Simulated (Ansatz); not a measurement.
# ClH₅NOSbSi: up Jacob's ladder to CCSD(T)

An exercise on one series of results from a longer session: the logs are not shown, and one member is left open.

The runs use Ansatz 0.2.0, Gaussian basis; functionals in def2-TZVPP, the program's frozen cores in correlated methods.

Plan: LDA (SPW92), PBE-D4, revPBE-D4, BLYP-D4, r2SCAN-D4, B97M-V, PBE0-D4, B3LYP-D4, r2SCANh-D4, r2SCAN0-D4, HSE06-D4, BHLYP-D4, CAM-B3LYP-D4, LC-ωPBE, ωB97X-V, ωB97M-V, B2PLYP, PBE-QIDH; CCSD(T)/def2-SVP; CCSD(T)/def2-TZVPP; MP2/def2-QZVPP; extrapolation to the limit; RPA on PBE.

### Structure used throughout

An earlier PBE0-D4 in a triple-zeta def2 set relaxation fixed the geometry. Sb takes the def2 core potential; no spin-orbit term is included.

SMILES `N[Si](O)(Cl)[SbH2]`, 10 atoms, charge 0, spin multiplicity 1.

Atoms are counted from 1 here; the program's logs count them from 0.

Bond lengths: N1–Si2 1.708 Å, N1–H6 1.009 Å, N1–H7 1.008 Å, Si2–O3 1.637 Å, Si2–Cl4 2.068 Å, Si2–Sb5 2.565 Å, O3–H8 0.961 Å, Sb5–H9 1.712 Å, Sb5–H10 1.710 Å. Angles: Si2–N1–H6 119.2°, Si2–N1–H7 118.9°, H6–N1–H7 111.3°, N1–Si2–O3 109.7°, N1–Si2–Cl4 103.6°, N1–Si2–Sb5 121.2°, O3–Si2–Cl4 112.0°, O3–Si2–Sb5 103.0°, Cl4–Si2–Sb5 107.5°, Si2–O3–H8 116.0°, Si2–Sb5–H9 90.0°, Si2–Sb5–H10 89.9°, H9–Sb5–H10 91.1°.

Set-up of the first run:

Contents of in.yaml:

```yaml
crystal:
  periodic: [false, false, false]
  atoms:
    - {symbol: N, position_ang: [-1.283618, -0.427853, -0.622509]}
    - {symbol: Si, position_ang: [0.333908, -0.494097, -0.077322]}
    - {symbol: O, position_ang: [0.440467, -1.490336, 1.216926]}
    - {symbol: Cl, position_ang: [1.367290, -1.233462, -1.709483]}
    - {symbol: Sb, position_ang: [1.554542, 1.617449, 0.717922]}
    - {symbol: H, position_ang: [-1.982436, 0.003784, -0.037075]}
    - {symbol: H, position_ang: [-1.461200, -0.247728, -1.598120]}
    - {symbol: H, position_ang: [-0.042236, -2.319254, 1.152308]}
    - {symbol: H, position_ang: [0.172664, 2.079931, 1.615797]}
    - {symbol: H, position_ang: [0.983617, 2.460367, -0.655446]}
basis:
  gaussian: {orbitals: def2-TZVPP}
hamiltonian: {xc: lda}
output: {orbitals: {seedname: orbitals}}
```

Among the steps run: LDA; PBE-D4 (GGA); revPBE-D4 (GGA); BLYP-D4 (GGA); r2SCAN-D4 (meta-GGA); B97M-V (meta-GGA); PBE0-D4 (hybrid); B3LYP-D4 (hybrid); r2SCANh-D4 (hybrid); r2SCAN0-D4 (hybrid); HSE06-D4 (hybrid); BHLYP-D4 (hybrid); CAM-B3LYP-D4 (range-separated); LC-ωPBE (range-separated); ωB97X-V (range-separated); ωB97M-V (range-separated); B2PLYP (double hybrid); PBE-QIDH (double hybrid).

One table of the session follows, with a row left open; its other results are not shown here.

It belongs to the step «Frontier levels by functional». 

```
  functional  HOMO (eV)  gap (eV)
 LDA (SPW92)      -6.03      4.89
      PBE-D4      -5.86      4.90
   revPBE-D4      -5.80      4.92
     BLYP-D4      -5.73      4.85
   r2SCAN-D4      -6.12      5.38
      B97M-V      -6.11      5.26
     PBE0-D4      -6.94      6.74
    B3LYP-D4      -6.75      6.32
  r2SCANh-D4      -6.52      6.05
  r2SCAN0-D4      -7.11      7.04
    HSE06-D4      -6.55      5.98
    BHLYP-D4      -7.88      8.45
CAM-B3LYP-D4          ?         ?
     LC-ωPBE      -9.39     11.19
     ωB97X-V      -9.09     10.79
     ωB97M-V      -8.95     10.42
```

Q: Estimate the row for CAM-B3LYP-D4 from the others.

**Answer.** HOMO (eV): -8.16; gap (eV): 8.89. In the column «HOMO (eV)» it lies between ωB97M-V (-8.95) and BHLYP-D4 (-7.88).
